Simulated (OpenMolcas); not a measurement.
# Tc⁴⁺ among point charges: CASSCF and CASPT2 levels and susceptibility

How does a field of 6 point charges split the states of Tc⁴⁺, and what χT follows?

Method: state-averaged CASSCF and CASPT2, spin-orbit coupling by RASSI with atomic mean-field integrals. Code: OpenMolcas 26.06.

**1. The system**

```
Species                           : Tc⁴⁺ (technetium, Z = 43, 39 electrons)
Basis                             : ANO-RCC-VDZP [6s5p3d1f], 43 functions
Scalar Hamiltonian                : DKH2, point nucleus
Inactive shells                   : 1s 2s 2p 3s 3p 3d 4s 4p
Active space                      : 3 electrons in 5 orbitals (4d)
Some configurations of this space : 4d³
Orbitals                          : optimised for each spin and parity, averaged over all roots
```

Outer shells as boxes (Hund's rule):

4d3
```
4d [↑ ][↑ ][↑ ][  ][  ]
```

The ion sits among 6 point charges of -1.7 e arranged as an octahedron (Oh), 2.34 Å from the ion.

The work runs as a chain of OpenMolcas steps in one folder; each step below is one input file. Labels, J, g values, rates, χT and fits are worked out afterwards by a script from the matrices that RASSI stores. The input lists half of the charges; inversion (Group=XYZ) makes the rest.

**2. Basis and integrals**

Contents of a.inp:

```
&GATEWAY
Coord
1

Tc 0.0 0.0 0.0
Basis=ANO-RCC-VDZP
Group=XYZ
NoMove
AngMom=0.0 0.0 0.0
AMFI
XField
3 Angstrom 0
2.340000 0.000000 0.000000 -1.700000
0.000000 2.340000 0.000000 -1.700000
0.000000 0.000000 2.340000 -1.700000
&SEWARD
```

Run with:

```console
$ OMP_NUM_THREADS=1 MOLCAS_MEM=1689 MOLCAS_PROJECT=a pymolcas a.inp > a.log
```

**3. CASSCF: quartets of even parity, 10 roots**

Contents of a.inp:

```
&RASSCF
FileOrb=start.orb
Symmetry=1
Spin=4
nActEl=3 0 0
Inactive=9 9
Ras2=5 0
CIRoot=10 10 1
SDav=10
CIMx=300
Iter=120 100
PrWF=0.3
OrbListing=Nothing
MaxOrb=0
>>> COPY $Project.JobIph JOB001
```

start.orb holds the contracted functions of the basis, ordered by shell, or the orbitals of the step before.

**4. Reference wave functions, doublets of even parity, 40 roots**

Contents of a.inp:

```
&RASSCF
FileOrb=start.orb
Symmetry=1
Spin=2
nActEl=3 0 0
Inactive=9 9
Ras2=5 0
CIRoot=40 40 1
SDav=40
CIMx=300
Iter=120 100
PrWF=0.3
OrbListing=Nothing
MaxOrb=0
>>> COPY $Project.JobIph JOB002
```

**5. State interaction with spin-orbit coupling**

Contents of a.inp:

```
&RASSI
NrOfJobIphs=2 10 40
1 2 3 4 5 6 7 8 9 10
1 2 3 4 5 6 7 8 9 10 11 12 13 14 15 16 17 18 19 20 21 22 23 24 25 26 27
28 29 30 31 32 33 34 35 36 37 38 39 40
IphNames
JOB001
JOB002
EJob
SpinOrbit
DIPRint=1.0
SOCoupling=1000.0
Subsets=2
Property=9
'ANGMOM' 1 'ANGMOM' 2 'ANGMOM' 3 'MLTPL  1' 1 'MLTPL  1' 2 'MLTPL  1' 3
'AMFI' 1 'AMFI' 2 'AMFI' 3
SOProperty=3
'ANGMOM' 1 'ANGMOM' 2 'ANGMOM' 3
```

**6. CASPT2: IPEA 0.25, imaginary shift 0.1 (closed shells correlated: 4s 4p)**

Contents of a.inp:

```
>>> COPY JOB001 $Project.JobIph
&CASPT2
Multistate=10 1 2 3 4 5 6 7 8 9 10
NoMult
Frozen=8 6
IPEA=0.25
Imaginary=0.1
MaxIter=60
WThr=0.0 0.3 0.05
PrWF=0.5
NoMix
>>> COPY JOB002 $Project.JobIph
&CASPT2
Multistate=40 1 2 3 4 5 6 7 8 9 10 11 12 13 14 15 16 17 18 19 20 21 22
23 24 25 26 27 28 29 30 31 32 33 34 35 36 37 38 39 40
NoMult
Frozen=8 6
IPEA=0.25
Imaginary=0.1
MaxIter=60
WThr=0.0 0.3 0.05
PrWF=0.5
NoMix
```

(Steps that only read results are left out.)

What does the calculation give? Wanted: spin-free ground state; first state of the same spin within the active space; lowest level; next level.

As calculated:

| quantity | value |
| --- | --- |
| method | SS-CASPT2, IPEA 0.25, imaginary shift 0.1 (closed shells correlated: 4s 4p) |
| spin-free ground state | 4A2, 1-fold in its orbital part |
| first state of the same spin within the active space | 4T2 at 3470 cm⁻¹ |
| lowest level | 4-fold Γ8 |
| next level | 3364.6 cm⁻¹ |
| χT at 300 K | 0.80 cm³ K/mol |
| effective moment at 300 K | 2.53 μB |

Cost by method:

```tsv
method	time of its own steps	time with the reference
A. CASSCF	9.5 s	9.5 s
B. SS-CASPT2, IPEA 0.25, imaginary shift 0.1, +4s 4p	3.1 s	13 s
```

Times are of one thread on a shared host.

What this shows: The spin-free ground state (4A2) comes to 100 % from free-ion F terms and keeps the highest spin of the shell. χT at 300 K is 0.80, against 1.88 cm³ K/mol for the spin alone, so spin-orbit coupling lowers it. CASPT2 does not keep the components of a term degenerate, and the means are used. The field of point charges can differ much from that of real complexes. This is an electrostatic model: the charges have no orbitals.
